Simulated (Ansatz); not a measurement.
# Sc (Sc, bcc): the cost of one run

Computed with Ansatz 0.2.0 (DFT r2SCAN, plane waves (500 eV) with PAW, scalar-relativistic; the PAW data stem from PBE, with regenerated cores, unless a step says otherwise).

### 1 Starting point

It takes space group Im-3m (No. 229, cubic). The conventional cell has a = 3.684 Å, b = 3.684 Å, c = 3.684 Å, α = 90.00°, β = 90.00°, γ = 90.00°. Sc (site symmetry m-3m) has 8 Sc at 3.19 Å as nearest neighbours.

As a file:

```xyz
1
Lattice="-1.8421 1.8421 1.8421 1.8421 -1.8421 1.8421 1.8421 1.8421 -1.8421" Properties=species:S:1:pos:R:3 pbc="T T T"
Sc    0.0000    0.0000    0.0000
```

Starting moments (μB): +1.

### 2 Relaxing cell and atoms

input.yaml

```yaml
crystal:
  lattice:
    - [-1.8420678645, 1.8420678645, 1.8420678645]
    - [1.8420678645, -1.8420678645, 1.8420678645]
    - [1.8420678645, 1.8420678645, -1.8420678645]
  atoms:
    - { symbol: Sc, position: [0.0, 0.0, 0.0], spin: 1.0 }
hamiltonian:
  xc: r2scan
  pseudopotentials:
    kind: paw
    azcp:
      Sc: "pseudopotentials/Sc.paw.azcp"
basis:
  ecutwfc: 500
  fft_grid_basis: typed
kpoints:
  mp_grid: { grid: [12, 12, 12], shift: [0, 0, 0] }
magnetization:
  spin_polarized: true
scf:
  occupations: { method: fermi_dirac, width: 0.05 }
relax:
  max_steps: 60
  f_tol: 0.01
  cell: {}
```

Run with:

```console
ansatz run input.yaml --threads 2 --pin off --max-ram 6144MiB --backend cpu --events-out ev --progress --plain --runs-dir out
```

What time and memory should one allow on 2 threads of Arm Neoverse V1, shared host?

About 11 s, with a peak of 0.37 GiB.
